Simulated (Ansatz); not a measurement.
# FH2O3Ta: how energies converge with the basis set

One table from this session's results is given with a row withheld; the runs are named, their logs left out.

Method: one geometry, several basis sets; program: Ansatz 0.2.0, Gaussian basis.

The runs, in order: PBE0-D4/def2-SVP; ωB97M-V/def2-SVP; PBE0-D4/def2-QZVPP; ωB97M-V/def2-QZVPP; the functionals' def2-TZVPP values are taken from earlier runs.

**The relaxed structure**

An earlier PBE0-D4 in a triple-zeta def2 set relaxation fixed the geometry. Ta takes the def2 core potential; no spin-orbit term is included.

SMILES `[O]=[Ta]([OH])([OH])[F]`, 7 atoms, charge 0, spin multiplicity 1.

Atoms are counted from 1 here; the program's logs count them from 0.

Bond lengths: O1–Ta2 1.717 Å, Ta2–O3 1.899 Å, Ta2–O4 1.899 Å, Ta2–F5 1.885 Å, O3–H6 0.958 Å, O4–H7 0.958 Å. Angles: O1–Ta2–O3 108.6°, O1–Ta2–O4 108.6°, O1–Ta2–F5 108.7°, O3–Ta2–O4 109.5°, O3–Ta2–F5 110.6°, O4–Ta2–F5 110.6°, Ta2–O3–H6 130.3°, Ta2–O4–H7 130.3°.

Set-up of the first run:

Input file in.yaml:

```yaml
crystal:
  periodic: [false, false, false]
  atoms:
    - {symbol: O, position_ang: [-1.389975, -1.146852, 0.077769]}
    - {symbol: Ta, position_ang: [-0.287936, 0.167792, 0.160276]}
    - {symbol: O, position_ang: [1.225017, -0.371949, 1.172654]}
    - {symbol: O, position_ang: [0.255031, 0.615363, -1.603286]}
    - {symbol: F, position_ang: [-1.149854, 1.629211, 0.981236]}
    - {symbol: H, position_ang: [1.413194, -1.202200, 1.611111]}
    - {symbol: H, position_ang: [-0.004378, 0.240635, -2.445460]}
basis:
  gaussian: {orbitals: def2-SVP}
hamiltonian: {xc: pbe0, dispersion: d4}
output: {orbitals: {seedname: orbitals}}
```

On the command line:

```bash
> ansatz run in.yaml --threads 4 --pin off --events-out ev --progress --plain --max-ram 10444MiB
```

Steps of the session up to this table: PBE0-D4 in def2-SVP; ωB97M-V in def2-SVP; PBE0-D4 in def2-QZVPP; ωB97M-V in def2-QZVPP.

One of the session's tables, all rows but one given; the rest of the session is left out.

It belongs to the step «Functionals by basis». 

| functional | basis | HOMO (eV) |
| --- | --- | --- |
| PBE0-D4 | def2-SVP | -9.52 |
| PBE0-D4 | def2-TZVPP | ? |
| PBE0-D4 | def2-QZVPP | -9.56 |
| ωB97M-V | def2-SVP | -11.94 |
| ωB97M-V | def2-TZVPP | -11.94 |
| ωB97M-V | def2-QZVPP | -11.98 |

Q: Estimate the row for PBE0-D4, def2-TZVPP from the others.

As computed: HOMO (eV): -9.53. In the column «HOMO (eV)» it lies between PBE0-D4, def2-QZVPP (-9.56) and PBE0-D4, def2-SVP (-9.52).
